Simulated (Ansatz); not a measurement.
# TlFeCuSe2: the cost of one run

Program: Ansatz 0.2.0. Level of theory: DFT PBE+D3(BJ), scalar-relativistic, plane waves, PAW. These are calculated values, not measurements.

## (1) The system as given

Symmetry: I-4m2, No. 119, tetragonal system. The conventional cell has a = 3.905 Å, b = 3.905 Å, c = 13.829 Å, α = 90.00°, β = 90.00°, γ = 90.00°. Tl (site symmetry -4m2) has 8 Se at 3.44 Å and 4 Tl at 3.91 Å as nearest neighbours. Fe (site symmetry -4m2) has 4 Se at 2.41 Å and 4 Cu at 2.76 Å as nearest neighbours. Cu (site symmetry -4m2) has 4 Se at 2.41 Å and 4 Fe at 2.76 Å as nearest neighbours. Se (site symmetry 2mm) has 2 Fe at 2.41 Å and 2 Cu at 2.41 Å and 4 Tl at 3.44 Å as nearest neighbours.

As a file:

```cif
data_structure
_symmetry_space_group_name_H-M 'P 1'
_symmetry_Int_Tables_number 1
_cell_length_a 7.4457
_cell_length_b 7.4457
_cell_length_c 7.4457
_cell_angle_alpha 149.592
_cell_angle_beta 149.592
_cell_angle_gamma 43.541
_cell_volume 105.46
loop_
_atom_site_label
_atom_site_type_symbol
_atom_site_fract_x
_atom_site_fract_y
_atom_site_fract_z
_atom_site_occupancy
Tl1 Tl 0.00000 0.00000 0.00000 1
Fe1 Fe 0.75000 0.25000 0.50000 1
Cu1 Cu 0.25000 0.75000 0.50000 1
Se1 Se 0.64826 0.64826 0.00000 1
Se2 Se 0.35174 0.35174 0.00000 1
```

The structure comes from the Materials Project (structure only).

(A quick probe on a coarse mesh, which set the mesh and smearing, is not shown.)

## (3) Rough relaxation on the coarse mesh

File input.yaml:

```yaml
crystal:
  lattice:
    - [-1.952703, 1.952703, 6.9147]
    - [1.952703, -1.952703, 6.9147]
    - [1.952703, 1.952703, -6.9147]
  atoms:
    - { symbol: Tl, position: [0.0, 0.0, 0.0] }
    - { symbol: Fe, position: [0.75, 0.25, 0.5], spin: 3.05 }
    - { symbol: Cu, position: [0.25, 0.75, 0.5], spin: 0.16 }
    - { symbol: Se, position: [0.648259, 0.648259, 0.0] }
    - { symbol: Se, position: [0.351741, 0.351741, 0.0] }
basis:
  ecutwfc: 420
kpoints:
  mp_grid: { grid: [8, 8, 8] }
hamiltonian:
  xc: pbe
  dispersion: d3bj
scf:
  occupations: { method: gaussian, width: 0.1 }
output:
  forces: true
  stress: true
  eigenvalues: true
  populations: true
magnetization:
  spin_polarized: true
relax:
  adjacent_minimum: "off"
  f_tol: 0.05
  max_steps: 80
  cell: { stress_tol: 0.5 }
```

Run with:

```bash
ansatz run input.yaml --threads 1 --pin off --max-ram 2560MiB --backend cpu --events-out ev --progress --plain --runs-dir out
```

What time and memory should one allow on 1 thread of Intel Xeon 6975P-C (Granite Rapids), shared host?

About 3.6 min, with a peak of 0.79 GiB.
